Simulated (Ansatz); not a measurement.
# TiW2: the cost of one run

Computed with Ansatz 0.2.0 (DFT PBE, scalar-relativistic, plane waves, PAW, unless a step's input says otherwise).

### 1 The structure to begin with

The structure is hexagonal, space group P6/mmm (No. 191). The conventional cell has a = 2.935 Å, b = 2.935 Å, c = 13.119 Å, α = 90.00°, β = 90.00°, γ = 120.00°. Around Ti (site symmetry -6m2) lie 3 Ti at 1.69 Å. W (site symmetry 3m) has 3 W at 1.69 Å as nearest neighbours.

As a file:

```
Ti W
1.0
     2.93465    0.00000    0.00000
    -1.46733    2.54148    0.00000
     0.00000    0.00000   13.11871
Ti W
2 4
Direct
  0.33333 0.66667 0.00000
  0.66667 0.33333 0.00000
  0.33333 0.66667 0.66667
  0.33333 0.66667 0.33333
  0.66667 0.33333 0.66667
  0.66667 0.33333 0.33333
```

The start is an ordering of an alloy on its end members' structure types: elements ordered on the sites of the C type, Ti/W on C (P6/mmm, No. 191).

### 2 Probe: one point on a coarse mesh

input.yaml reads:

```yaml
crystal:
  lattice:
    - [2.93465104, 0.0, 0.0]
    - [-1.46732552, 2.54148235, 0.0]
    - [0.0, 0.0, 13.11870932]
  atoms:
    - { symbol: Ti, position: [0.33333333, 0.66666667, 0.0] }
    - { symbol: Ti, position: [0.66666667, 0.33333333, 0.0] }
    - { symbol: W, position: [0.33333333, 0.66666667, 0.66666667] }
    - { symbol: W, position: [0.33333333, 0.66666667, 0.33333333] }
    - { symbol: W, position: [0.66666667, 0.33333333, 0.66666667] }
    - { symbol: W, position: [0.66666667, 0.33333333, 0.33333333] }
basis:
  ecutwfc: 420
kpoints:
  mp_grid: { grid: [6, 6, 2] }
hamiltonian:
  xc: pbe
scf:
  occupations: { method: gaussian, width: 0.1 }
  lower_state_search: "off"
output:
  forces: true
  stress: true
  eigenvalues: true
```

Started as:

```
$ ansatz run input.yaml --threads 1 --pin off --max-ram 2560MiB --backend cpu --events-out ev --progress --plain --runs-dir out
```

What time and memory should one allow on 1 thread of Intel Xeon 6975P-C (Granite Rapids), shared host?

About 3.1 s, with a peak of 0.41 GiB.
